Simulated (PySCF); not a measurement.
**A gas-phase reaction: BCl2H + H3N → BCl2H2N + H2**

What reaction energy should one expect for `ClBCl` + `N` → `NB(Cl)Cl` + `[H][H]`?

Computed with PySCF 2.14.0; each step states its level. No surroundings beyond the atoms listed, unless a continuum is named. Atoms count from 0, parts from 1.

## (1) Starting point

Each species was relaxed by itself at PBE0-D3(BJ)/def2-SVPD.

## (2) Energies of the species: wB97M-D3(BJ)/def2-TZVPD

The job: settings as JSON, then the geometry in Å.

```
{"job": {"kind": "react", "xc": "wB97M-D3(BJ)", "basis": "def2-TZVPD"}, "charge": 0, "multiplicity": 1}
-1 BCl2H charge 0 multiplicity 1
Cl    -0.492550     1.382690     0.818920
B      0.134620    -0.047380     0.046840
Cl    -0.673370    -0.724470    -1.339960
H      1.125430    -0.567600     0.471320

-1 H3N charge 0 multiplicity 1
N      0.003470    -0.000700     0.284420
H      0.923150    -0.210850    -0.092280
H     -0.639300    -0.690090    -0.094330
H     -0.273120     0.902640    -0.088860

+1 BCl2H2N charge 0 multiplicity 1
N     -0.804230    -0.216970    -0.012970
B      0.522030     0.180810    -0.063380
Cl     1.817490    -0.992800     0.210130
Cl     0.940310     1.866050    -0.402280
H     -1.567050     0.426500    -0.164320
H     -1.074000    -1.170650     0.178280

+1 H2 charge 0 multiplicity 1
H      0.380060     0.008840    -0.010110
H     -0.380060    -0.008840     0.010110
```

With the program's defaults for keys left out, this is: wB97M-D3(BJ)/def2-TZVPD reaction energy of separated species, gas phase.

Launch:

```console
$ OMP_NUM_THREADS=1 python cluster_run.py task.json out
```

The driver reads the jobs from task.json and runs them one after another.

Output:

```text
species 1 (BCl2H)
coarse grid: 20288 points
cycle   1  E = -946.0234843843  dE =  2.985e-01  |g| = 3.502e-01  |ddm| = 1.419e+00
cycle   2  E = -946.0388286281  dE = -1.534e-02  |g| = 3.344e-01  |ddm| = 5.270e-01
cycle   3  E = -946.0665178277  dE = -2.769e-02  |g| = 2.212e-02  |ddm| = 2.240e-01
cycle   4  E = -946.0667805622  dE = -2.627e-04  |g| = 6.048e-03  |ddm| = 3.477e-02
cycle   5  E = -946.0668113286  dE = -3.077e-05  |g| = 1.167e-03  |ddm| = 1.337e-02
cycle   6  E = -946.0668121946  dE = -8.661e-07  |g| = 5.006e-04  |ddm| = 2.082e-03
final grid: 40072 points
cycle   7  E = -946.0667199396  dE = -1.024e-07  |g| = 2.572e-04  |ddm| = 1.683e-03
cycle   8  E = -946.0667199546  dE = -1.494e-08  |g| = 1.642e-04  |ddm| = 3.573e-04
cycle   9  E = -946.0667199612  dE = -6.636e-09  |g| = 2.880e-05  |ddm| = 1.134e-04
cycle  10  E = -946.0667199617  dE = -5.455e-10  |g| = 1.690e-05  |ddm| = 5.206e-05
converged SCF energy = -946.0667199617

species 2 (H3N)
coarse grid: 12536 points
cycle   1  E = -56.5694047502  dE = -1.294e-01  |g| = 3.023e-01  |ddm| = 1.089e+00
cycle   2  E = -56.5779586019  dE = -8.554e-03  |g| = 2.716e-01  |ddm| = 2.675e-01
cycle   3  E = -56.5918800506  dE = -1.392e-02  |g| = 2.124e-02  |ddm| = 1.115e-01
cycle   4  E = -56.5919856426  dE = -1.056e-04  |g| = 5.194e-03  |ddm| = 1.727e-02
cycle   5  E = -56.5919967787  dE = -1.114e-05  |g| = 7.323e-04  |ddm| = 8.711e-03
cycle   6  E = -56.5919971937  dE = -4.151e-07  |g| = 1.111e-04  |ddm| = 3.174e-03
final grid: 27112 points
cycle   7  E = -56.5919843998  dE = -1.741e-08  |g| = 6.597e-05  |ddm| = 8.807e-04
cycle   8  E = -56.5919844020  dE = -2.195e-09  |g| = 5.348e-05  |ddm| = 2.801e-04
cycle   9  E = -56.5919844027  dE = -6.916e-10  |g| = 1.259e-05  |ddm| = 5.589e-05
converged SCF energy = -56.5919844027

species 3 (BCl2H2N)
coarse grid: 27880 points
cycle   1  E = -1001.4766068715  dE =  5.145e-01  |g| = 4.045e-01  |ddm| = 1.783e+00
cycle   2  E = -1001.5012402463  dE = -2.463e-02  |g| = 3.462e-01  |ddm| = 6.276e-01
cycle   3  E = -1001.5264276855  dE = -2.519e-02  |g| = 3.170e-02  |ddm| = 2.316e-01
cycle   4  E = -1001.5268035334  dE = -3.758e-04  |g| = 1.349e-02  |ddm| = 4.724e-02
cycle   5  E = -1001.5268523252  dE = -4.879e-05  |g| = 5.495e-03  |ddm| = 1.769e-02
cycle   6  E = -1001.5268597850  dE = -7.460e-06  |g| = 1.537e-03  |ddm| = 5.172e-03
final grid: 56440 points
cycle   7  E = -1001.5267744556  dE = -3.105e-07  |g| = 1.379e-03  |ddm| = 3.443e-03
cycle   8  E = -1001.5267744934  dE = -3.781e-08  |g| = 1.399e-03  |ddm| = 1.382e-03
cycle   9  E = -1001.5267748811  dE = -3.877e-07  |g| = 6.444e-05  |ddm| = 6.757e-04
cycle  10  E = -1001.5267748835  dE = -2.392e-09  |g| = 3.993e-05  |ddm| = 1.127e-04
cycle  11  E = -1001.5267748841  dE = -6.448e-10  |g| = 1.013e-05  |ddm| = 6.477e-05
converged SCF energy = -1001.5267748841

species 4 (H2)
coarse grid: 4944 points
cycle   1  E = -1.1694186009  dE = -2.751e-01  |g| = 9.864e-03  |ddm| = 4.504e-01
cycle   2  E = -1.1694528416  dE = -3.424e-05  |g| = 1.161e-03  |ddm| = 9.676e-03
cycle   3  E = -1.1694535238  dE = -6.822e-07  |g| = 1.815e-04  |ddm| = 1.918e-03
final grid: 10744 points
cycle   4  E = -1.1694522323  dE = -2.404e-08  |g| = 4.112e-05  |ddm| = 3.869e-04
cycle   5  E = -1.1694522335  dE = -1.269e-09  |g| = 9.624e-06  |ddm| = 9.171e-05
cycle   6  E = -1.1694522336  dE = -7.520e-11  |g| = 3.020e-07  |ddm| = 2.871e-05
converged SCF energy = -1.1694522336

Reaction energy = -24.524 kcal/mol
```

Wall time 24 s (1 thread of Arm Neoverse N1, shared host); peak memory 0.64 GiB.

Species by species (with the dispersion term, which the log's SCF energies lack):

```csv
ν,species,energy (Eh),HOMO (eV)
-1,ClBCl,-946.07036,-11.64
-1,N,-56.59358,-10.26
+1,NB(Cl)Cl,-1001.53335,-11.01
+1,[H][H],-1.16967,-14.48
```

## (3) Energies of the species: PBE0-D3(BJ)/def2-TZVPD

The job, as its differences from that of step 2:

```diff
@@ -1,2 +1,2 @@
-{"job": {"kind": "react", "xc": "wB97M-D3(BJ)", "basis": "def2-TZVPD"}, "charge": 0, "multiplicity": 1}
+{"job": {"kind": "react", "xc": "PBE0", "basis": "def2-TZVPD", "disp": "d3bj"}, "charge": 0, "multiplicity": 1}
 -1 BCl2H charge 0 multiplicity 1
```

Level: PBE0-D3(BJ)/def2-TZVPD reaction energy of separated species, gas phase.

Output:

```text
species 1 (BCl2H)
coarse grid: 4960 points
cycle   1  E = -945.6074739863  dE =  2.208e-01  |g| = 2.107e-01  |ddm| = 1.489e+00
cycle   2  E = -945.6029485517  dE =  4.525e-03  |g| = 2.586e-01  |ddm| = 3.948e-01
cycle   3  E = -945.6199930822  dE = -1.704e-02  |g| = 3.367e-02  |ddm| = 2.004e-01
cycle   4  E = -945.6202373168  dE = -2.442e-04  |g| = 1.308e-02  |ddm| = 2.930e-02
cycle   5  E = -945.6202771786  dE = -3.986e-05  |g| = 1.222e-03  |ddm| = 1.001e-02
cycle   6  E = -945.6202775599  dE = -3.813e-07  |g| = 3.944e-04  |ddm| = 1.340e-03
final grid: 40072 points
cycle   7  E = -945.6199262497  dE = -1.710e-05  |g| = 3.429e-03  |ddm| = 2.202e-02
cycle   8  E = -945.6199268024  dE = -5.527e-07  |g| = 2.513e-03  |ddm| = 4.486e-03
cycle   9  E = -945.6199281201  dE = -1.318e-06  |g| = 7.093e-04  |ddm| = 2.089e-03
cycle  10  E = -945.6199282451  dE = -1.251e-07  |g| = 1.154e-04  |ddm| = 5.021e-04
cycle  11  E = -945.6199282483  dE = -3.193e-09  |g| = 1.854e-05  |ddm| = 1.011e-04
cycle  12  E = -945.6199282484  dE = -1.005e-10  |g| = 5.240e-06  |ddm| = 1.725e-05
converged SCF energy = -945.6199282484

species 2 (H3N)
coarse grid: 2928 points
cycle   1  E = -56.4895120927  dE = -9.632e-02  |g| = 3.707e-01  |ddm| = 1.101e+00
cycle   2  E = -56.4630912450  dE =  2.642e-02  |g| = 5.179e-01  |ddm| = 4.422e-01
cycle   3  E = -56.5201917691  dE = -5.710e-02  |g| = 1.575e-02  |ddm| = 2.483e-01
cycle   4  E = -56.5202402383  dE = -4.847e-05  |g| = 3.353e-03  |ddm| = 8.632e-03
cycle   5  E = -56.5202424091  dE = -2.171e-06  |g| = 3.221e-04  |ddm| = 2.235e-03
final grid: 27112 points
cycle   6  E = -56.5150253875  dE = -1.148e-05  |g| = 5.650e-03  |ddm| = 1.624e-02
cycle   7  E = -56.5150198651  dE =  5.522e-06  |g| = 7.732e-03  |ddm| = 5.830e-03
cycle   8  E = -56.5150317710  dE = -1.191e-05  |g| = 1.438e-04  |ddm| = 3.496e-03
cycle   9  E = -56.5150317756  dE = -4.561e-09  |g| = 3.181e-05  |ddm| = 9.534e-05
cycle  10  E = -56.5150317758  dE = -2.952e-10  |g| = 3.530e-06  |ddm| = 2.960e-05
converged SCF energy = -56.5150317758

species 3 (BCl2H2N)
coarse grid: 6640 points
cycle   1  E = -1000.9776989949  dE =  4.040e-01  |g| = 3.616e-01  |ddm| = 1.890e+00
cycle   2  E = -1000.9722927854  dE =  5.406e-03  |g| = 4.218e-01  |ddm| = 5.420e-01
cycle   3  E = -1001.0075822812  dE = -3.529e-02  |g| = 6.058e-02  |ddm| = 2.530e-01
cycle   4  E = -1001.0084334747  dE = -8.512e-04  |g| = 2.299e-02  |ddm| = 6.070e-02
cycle   5  E = -1001.0085330426  dE = -9.957e-05  |g| = 3.131e-03  |ddm| = 1.836e-02
cycle   6  E = -1001.0085341939  dE = -1.151e-06  |g| = 2.154e-03  |ddm| = 3.416e-03
final grid: 56440 points
cycle   7  E = -1001.0048074393  dE = -3.152e-05  |g| = 5.045e-03  |ddm| = 6.077e-02
cycle   8  E = -1001.0048059733  dE =  1.466e-06  |g| = 5.402e-03  |ddm| = 6.540e-03
cycle   9  E = -1001.0048112238  dE = -5.251e-06  |g| = 9.574e-04  |ddm| = 3.281e-03
cycle  10  E = -1001.0048114176  dE = -1.938e-07  |g| = 1.541e-04  |ddm| = 6.798e-04
cycle  11  E = -1001.0048114223  dE = -4.688e-09  |g| = 4.383e-05  |ddm| = 1.498e-04
cycle  12  E = -1001.0048114228  dE = -4.495e-10  |g| = 1.855e-05  |ddm| = 4.125e-05
converged SCF energy = -1001.0048114228

species 4 (H2)
coarse grid: 1240 points
cycle   1  E = -1.1670621667  dE = -2.327e-01  |g| = 2.266e-02  |ddm| = 4.588e-01
cycle   2  E = -1.1672496244  dE = -1.875e-04  |g| = 3.233e-03  |ddm| = 1.897e-02
cycle   3  E = -1.1672540808  dE = -4.456e-06  |g| = 9.769e-05  |ddm| = 2.761e-03
final grid: 10744 points
cycle   4  E = -1.1681372832  dE = -1.927e-06  |g| = 2.738e-04  |ddm| = 1.569e-03
cycle   5  E = -1.1681373115  dE = -2.824e-08  |g| = 3.987e-05  |ddm| = 2.445e-04
cycle   6  E = -1.1681373121  dE = -6.310e-10  |g| = 1.258e-06  |ddm| = 3.101e-05
converged SCF energy = -1.1681373121

Reaction energy = -24.649 kcal/mol
```

It took 12 s on 1 thread of Arm Neoverse N1, shared host; peak memory 0.6 GiB.

Reaction energy at this level: -24.65 kcal/mol.

## (4) Energies of the species: MP2/def2-TZVPD

The job, as its differences from that of step 3:

```diff
@@ -1,2 +1,2 @@
-{"job": {"kind": "react", "xc": "PBE0", "basis": "def2-TZVPD", "disp": "d3bj"}, "charge": 0, "multiplicity": 1}
+{"job": {"kind": "react", "xc": "MP2", "basis": "def2-TZVPD"}, "charge": 0, "multiplicity": 1}
 -1 BCl2H charge 0 multiplicity 1
```

With the program's defaults for keys left out, this is: MP2/def2-TZVPD reaction energy of separated species, gas phase.

Output:

```text
species 1 (BCl2H)
final grid: 40072 points
cycle   1  E = -944.3193053331  dE =  3.590e-01  |g| = 3.888e-01  |ddm| = 1.390e+00
cycle   2  E = -944.3619439767  dE = -4.264e-02  |g| = 2.212e-01  |ddm| = 4.731e-01
cycle   3  E = -944.3746979370  dE = -1.275e-02  |g| = 3.547e-02  |ddm| = 1.682e-01
cycle   4  E = -944.3754511575  dE = -7.532e-04  |g| = 8.554e-03  |ddm| = 5.775e-02
cycle   5  E = -944.3755057841  dE = -5.463e-05  |g| = 2.261e-03  |ddm| = 1.307e-02
cycle   6  E = -944.3755103616  dE = -4.577e-06  |g| = 6.473e-04  |ddm| = 3.858e-03
cycle   7  E = -944.3755106913  dE = -3.297e-07  |g| = 1.550e-04  |ddm| = 1.244e-03
cycle   8  E = -944.3755107071  dE = -1.584e-08  |g| = 4.119e-05  |ddm| = 2.876e-04
cycle   9  E = -944.3755107084  dE = -1.244e-09  |g| = 1.059e-05  |ddm| = 7.583e-05
cycle  10  E = -944.3755107085  dE = -1.035e-10  |g| = 2.772e-06  |ddm| = 1.985e-05
converged SCF energy = -944.3755107085

species 2 (H3N)
final grid: 27112 points
cycle   1  E = -56.2058946898  dE = -1.621e-01  |g| = 2.298e-01  |ddm| = 1.073e+00
cycle   2  E = -56.2178842223  dE = -1.199e-02  |g| = 7.796e-02  |ddm| = 1.404e-01
cycle   3  E = -56.2190894551  dE = -1.205e-03  |g| = 2.444e-02  |ddm| = 4.020e-02
cycle   4  E = -56.2192487754  dE = -1.593e-04  |g| = 5.225e-03  |ddm| = 1.749e-02
cycle   5  E = -56.2192629035  dE = -1.413e-05  |g| = 1.112e-03  |ddm| = 7.204e-03
cycle   6  E = -56.2192641226  dE = -1.219e-06  |g| = 2.934e-04  |ddm| = 3.286e-03
cycle   7  E = -56.2192642173  dE = -9.466e-08  |g| = 4.961e-05  |ddm| = 9.840e-04
cycle   8  E = -56.2192642193  dE = -2.082e-09  |g| = 4.564e-06  |ddm| = 1.082e-04
cycle   9  E = -56.2192642194  dE = -1.383e-11  |g| = 5.842e-07  |ddm| = 2.273e-05
converged SCF energy = -56.2192642194

species 3 (BCl2H2N)
final grid: 56440 points
cycle   1  E = -999.4392950536  dE =  6.187e-01  |g| = 4.080e-01  |ddm| = 1.752e+00
cycle   2  E = -999.4856995205  dE = -4.640e-02  |g| = 2.004e-01  |ddm| = 5.680e-01
cycle   3  E = -999.4955841721  dE = -9.885e-03  |g| = 4.531e-02  |ddm| = 1.671e-01
cycle   4  E = -999.4964358694  dE = -8.517e-04  |g| = 8.872e-03  |ddm| = 6.686e-02
cycle   5  E = -999.4964874947  dE = -5.163e-05  |g| = 2.895e-03  |ddm| = 1.589e-02
cycle   6  E = -999.4964924295  dE = -4.935e-06  |g| = 1.064e-03  |ddm| = 4.137e-03
cycle   7  E = -999.4964931493  dE = -7.197e-07  |g| = 3.380e-04  |ddm| = 1.566e-03
cycle   8  E = -999.4964932131  dE = -6.383e-08  |g| = 9.467e-05  |ddm| = 5.335e-04
cycle   9  E = -999.4964932170  dE = -3.922e-09  |g| = 2.175e-05  |ddm| = 1.425e-04
cycle  10  E = -999.4964932173  dE = -3.317e-10  |g| = 5.870e-06  |ddm| = 4.579e-05
converged SCF energy = -999.4964932173

species 4 (H2)
final grid: 10744 points
cycle   1  E = -1.1312983532  dE = -3.213e-01  |g| = 4.426e-02  |ddm| = 4.479e-01
cycle   2  E = -1.1322331443  dE = -9.348e-04  |g| = 7.183e-03  |ddm| = 3.751e-02
cycle   3  E = -1.1322678446  dE = -3.470e-05  |g| = 8.111e-04  |ddm| = 1.078e-02
cycle   4  E = -1.1322682595  dE = -4.150e-07  |g| = 2.771e-05  |ddm| = 1.627e-03
cycle   5  E = -1.1322682600  dE = -4.854e-10  |g| = 2.610e-06  |ddm| = 6.834e-05
converged SCF energy = -1.1322682600

Reaction energy = -26.727 kcal/mol
```

Run time: 5.9 s. Hardware: 1 thread of Arm Neoverse N1, shared host; peak memory 0.4 GiB.

Reaction energy at this level: -26.73 kcal/mol.

## (5) Side by side

Energies in kcal/mol, with wall time:

```csv
run,reaction,time
wB97M-D3(BJ)/def2-TZVPD,-24.52,24 s
PBE0-D3(BJ)/def2-TZVPD,-24.65,12 s
MP2/def2-TZVPD,-26.73,5.9 s
```

## (6) Outcome

| quantity | value |
| --- | --- |
| reaction energy (wB97M-D3(BJ)/def2-TZVPD) | -24.52 kcal/mol |
| ΔH, ΔG at 298 K (xTB thermal terms) | -28.4, -26.1 kcal/mol |
| range of the reaction energy over the runs of this table | -26.73 to -24.52 kcal/mol |

The reaction is exothermic by 28.4 kcal/mol in the gas phase; dispersion gives -0.98, and xTB itself gave -13.35 for the electronic energy (xTB energies and thermal terms come from the earlier relaxation of each species, not shown). No barrier was sought. xTB and this level differ widely in the electronic energy, so what comes from xTB (the thermal terms above all) is less safe here. The reaction energy runs from -26.73 (MP2/def2-TZVPD) to -24.52 kcal/mol (wB97M-D3(BJ)/def2-TZVPD).
